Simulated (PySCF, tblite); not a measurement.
# BH10NSi3: geometry, infrared bands and NMR shifts

What infrared bands and NMR shifts should BH10NSi3 (`[SiH3]BN([SiH3])[SiH3]`) show?

Computed with tblite 0.8.0 and PySCF 2.14.0, with density-fitted response routines of our own, on a single molecule in the gas phase. Atoms count from 0, in the outputs and in this text.

### Step 1. The starting structure

15 atoms, charge 0, multiplicity 1; geometry from: force field or distance geometry start.

Bonds of the start (Å): Si0–B1 1.96, B1–N2 1.46, N2–Si3 1.74, N2–Si4 1.75, Si0–H5 1.49, Si0–H6 1.45, Si0–H7 1.49, B1–H8 1.18, Si3–H9 1.48, Si3–H10 1.47, Si3–H11 1.48, Si4–H12 1.48, Si4–H13 1.48, Si4–H14 1.46.

### Step 2. Optimising the geometry with GFN2-xTB

What the job is given:

```
{"job": {"kind": "relax", "xc": "GFN2-xTB", "basis": "xTB"}, "charge": 0, "multiplicity": 1}
Si     2.433100     0.098900    -0.486600
B      0.891700     0.107100     0.722900
N     -0.424200    -0.013000     0.091200
Si    -1.164600    -1.576500    -0.051400
Si    -1.483200     1.379200     0.144000
H      1.993000    -0.352600    -1.831800
H      3.531300    -0.705300     0.001600
H      2.878800     1.518800    -0.506400
H      1.029300     0.359400     1.871800
H     -0.922700    -2.353500     1.184200
H     -2.623100    -1.497300    -0.197300
H     -0.618700    -2.259100    -1.243900
H     -1.173200     2.235800    -1.022800
H     -2.868700     0.916500    -0.080000
H     -1.483000     2.149400     1.382700
```

Started as:

```
> OMP_NUM_THREADS=1 python probes_run.py task.json out
```

One launch serves the whole session: the jobs run in the order shown.

**Question.** This job is followed by: GFN2-xTB harmonic vibrations, gas phase; GIAO PBE0/pcSseg-1 NMR shielding, non-relativistic, gas phase. Predict these results of the whole session: strongest single infrared mode (GFN2-xTB); zero-point energy (GFN2-xTB); 1H shifts against TMS (PBE0/pcSseg-1, means over atoms taken as alike); 29Si shifts against TMS (PBE0/pcSseg-1, means over atoms taken as alike); 11B shifts against BF3·OEt2 (PBE0/pcSseg-1); 15N shifts against NH3 (PBE0/pcSseg-1).

As calculated:

```
                                                                quantity                 value
                               strongest single infrared mode (GFN2-xTB)  814 cm⁻¹, 805 km/mol
                                            zero-point energy (GFN2-xTB)         56.5 kcal/mol
  1H shifts against TMS (PBE0/pcSseg-1, means over atoms taken as alike)  6.93, 4.93, 3.53 ppm
29Si shifts against TMS (PBE0/pcSseg-1, means over atoms taken as alike)     -42.1, -129.0 ppm
                             11B shifts against BF3·OEt2 (PBE0/pcSseg-1)              61.7 ppm
                                  15N shifts against NH3 (PBE0/pcSseg-1)             129.3 ppm
```

The optimisation took 133 steps and gained 0.656 eV; among the close pairs (by a distance rule), B1–N2 changed most, from 1.465 to 1.413 Å. The lowest mode is imaginary (59i cm⁻¹), so the xTB geometry is not a minimum. The strongest single mode, at 814 cm⁻¹, is spread over many atoms; the largest shares are those of H6, H5. Unscaled tight-binding wavenumbers are off by several per cent, some by more. Its intensities can rank the bands wrongly. At PBE0/pcSseg-1: The largest span, 292 ppm, is at N2, where the paramagnetic term is -190 ppm.
